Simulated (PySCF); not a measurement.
**RuOF₂: the energy surface near the minimum**

How stiff is RuOF₂ (triplet) against rigid distortions? The scans start from its B3LYP minimum.

The runs use PySCF 2.14.0; B3LYP, basis Ru def2-SVP with ECP28, O def2-SVP, F def2-SVP, scalar-relativistic core potentials, no spin–orbit coupling, density fitting.

## (1) Starting geometry

4 atoms, charge 0, spin multiplicity 3.

Bond lengths: Ru1–O2 1.653 Å, Ru1–F3 1.838 Å, Ru1–F4 1.838 Å. Angles: O2–Ru1–F3 117.9°, O2–Ru1–F4 117.9°, F3–Ru1–F4 124.3°.

Coordinates in bohr (charge 0 multiplicity 3):
```
Ru    0.0000    0.0000    0.0753
O     0.0000    0.0000    3.1987
F     3.0698    0.0000   -1.5481
F    -3.0698    0.0000   -1.5481
```

## (2) Real-space pictures of the lowest minimum

The plane holds Ru1 at (0.00, 0.00), O2 at (1.65, 0.00), F3 at (-0.86, 1.62), F4 at (-0.86, -1.62) Å. Columns run from x = -2.85 to 4.05 Å, rows from y = 4.05 (top) to -3.75 Å, in steps of 0.3 Å. Electrons inside core potentials are absent.

Density (cut at 5 e/Å³):

Ten steps from '0' (0.000 e/Å³) to '9' (5.000 e/Å³), finer at the low end (step k begins (100^(k/10) - 1)/99 of the way up):
```
000000000000000000000000
000000000000000000000000
000000000000000000000000
000000000000000000000000
000001111000000000000000
000012343210000000000000
000135776420000000000000
000248998531000000000000
000259999631100000000000
000258999632111110000000
000136887543323322100000
000123567886445654210000
000012469999778986310000
000002479779889997410000
000002479779889997410000
000012469999778986310000
000123567886445654210000
000136887543323322100000
000258999632111110000000
000259999631100000000000
000248998531000000000000
000135776420000000000000
000012343210000000000000
000001111000000000000000
000000000000000000000000
000000000000000000000000
000000000000000000000000
```

ELF (0 where the density is under 0.005 e/Å³):

Ten even steps from '0' (0.00) to '9' (0.88):
```
000000000000000000000000
000000000000000000000000
000000000000000000000000
000000110000000000000000
000012333200000000000000
000135676420000000000000
001358999741000000000000
001489989852000000000000
002589189951001110000000
002589859720013432100000
001468996110136765310000
000245422663158997521000
000011038998379899741000
000000169008485469842000
000000169008485469842000
000011038998379899741000
000245422663158997521000
001468996110136765310000
002589859720013432100000
002589189951001110000000
001489989852000000000000
001358999741000000000000
000135676420000000000000
000012333200000000000000
000000110000000000000000
000000000000000000000000
000000000000000000000000
```

Spin density:

Ten even steps from '0' (-0.09 e/Å³) to '9' (0.07 e/Å³):
```
555555555555555555555555
555555555555555555555555
555555555555555555555555
555555555555555555555555
555555555555555555555555
555555555555555555555555
555555555555555555555555
555554345555555555555555
555555455555555555555555
555555414555555555555555
555555545565555555555555
555555556666654445555555
555555567997653234555555
555555668668640003555555
555555668668640003555555
555555567997653234555555
555555556666654445555555
555555545565555555555555
555555414555555555555555
555555455555555555555555
555554345555555555555555
555555555555555555555555
555555555555555555555555
555555555555555555555555
555555555555555555555555
555555555555555555555555
555555555555555555555555
```

Making the fields took 0.7 s on 2 threads of Arm Neoverse V2, shared host.

## (3) Breathing scan

One driver script runs all scans and calls PySCF for each point, on a (75, 302) grid.

The run is started by

```
$ OMP_NUM_THREADS=2 python axn.py task.json out
```

A rigid scan with B3LYP: all bonds to the central atom are scaled together. Each point starts from its neighbour's orbitals, and energies count from the minimum.

| scale of all bonds to the centre | energy (kJ/mol) | dipole size (D) | ⟨S²⟩ |
| --- | --- | --- | --- |
| 0.88 | 387.6 | 0.36 | 2.00 |
| 0.92 | 149.1 | 0.28 | 2.01 |
| 0.96 | 32.4 | 0.18 | 2.01 |
| 1.00 | 0.0 | 0.06 | 2.01 |
| 1.04 | 24.8 | 0.08 | 2.01 |
| 1.08 | 87.5 | 0.22 | 2.02 |
| 1.14 | 222.7 | 0.52 | 2.14 |
| 1.22 | 410.8 | 1.42 | 2.88 |
| 1.35 | 680.3 | 2.51 | 3.44 |

The scan took 21 s.

⟨S²⟩ grows along the scan: the determinant mixes in higher spin as the pair uncouples.

## (4) Stretching one bond

A rigid scan with B3LYP: the bond from Ru to the last atom (F) is scaled and the rest held.

| scale of one bond | energy (kJ/mol) | dipole size (D) | ⟨S²⟩ |
| --- | --- | --- | --- |
| 0.92 | 36.9 | 0.86 | 2.01 |
| 0.96 | 8.0 | 0.43 | 2.01 |
| 1.00 | 0.0 | 0.06 | 2.01 |
| 1.05 | 9.3 | 0.42 | 2.01 |
| 1.12 | 44.0 | 0.99 | 2.01 |
| 1.20 | 98.7 | 1.55 | 2.01 |
| 1.35 | 209.6 | 2.37 | 2.04 |
| 1.55 | 319.1 | 1.88 | 2.41 |
| 1.80 | 385.2 | 0.98 | 2.68 |
| 2.20 | 425.3 | 0.17 | 2.85 |

The scan took 25 s.

⟨S²⟩ grows along the scan: the determinant mixes in higher spin as the pair uncouples.

## (5) Summary of results

| quantity | value |
| --- | --- |
| all bonds 4 % longer | 24.8 kJ/mol |
| one bond 20 % longer | 98.7 kJ/mol |

The well is lopsided, 32.4 kJ/mol for 4 % shorter bonds against 24.8 for 4 % longer ones. Open d and f shells are described by one determinant, and the ground state may have another occupation or spin.
